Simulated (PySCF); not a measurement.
# B3ClH5N: the cost of one run

Computed with PySCF 2.14.0, with density-fitted response routines of our own, on a single molecule in the gas phase. Atoms count from 0, in the outputs and in this text.

## Step 1: The molecule as given

10 atoms, charge 0, multiplicity 1; geometry from: GFN2-xTB. The atoms were then displaced at random by about 0.01 Å, so the start is not that level's minimum.

Bonds of the start (Å): B0–B1 1.64, B1–Cl2 1.73, B1–B3 1.66, B3–N4 1.39, B0–H5 1.19, B0–H6 1.15, B3–H7 1.18, N4–H8 0.98, N4–H9 1.01.

## Step 2: Geometry optimisation at PBE0-D3(BJ)/def2-SVP

The job: settings as JSON, then the geometry in Å.

```
{"job": {"xc": "PBE0", "basis": "def2-SVP", "d3": "d3bj", "grid": 1, "shake": 0.01, "kind": "geom"}, "charge": 0, "multiplicity": 1}
B      1.852590    -0.253490     0.453440
B      0.298600    -0.123720     0.970460
Cl    -0.279480     0.242060     2.562630
B     -0.835350    -0.406110    -0.210410
N     -1.356380     0.577700    -1.048380
H      2.390460     0.690120    -0.032130
H      2.408580    -1.253540     0.361410
H     -1.310450    -1.478080    -0.366990
H     -2.067250     0.443350    -1.716440
H     -1.050890     1.540790    -0.994650
```

Started as:

```bash
OMP_NUM_THREADS=1 python probes_run.py task.json out
```

This one command runs all jobs of the session in turn.

Q: Estimate the wall time and peak memory of this first job on 1 thread of Arm Neoverse N1, shared host.

About 44 s, with a peak of 0.41 GiB.
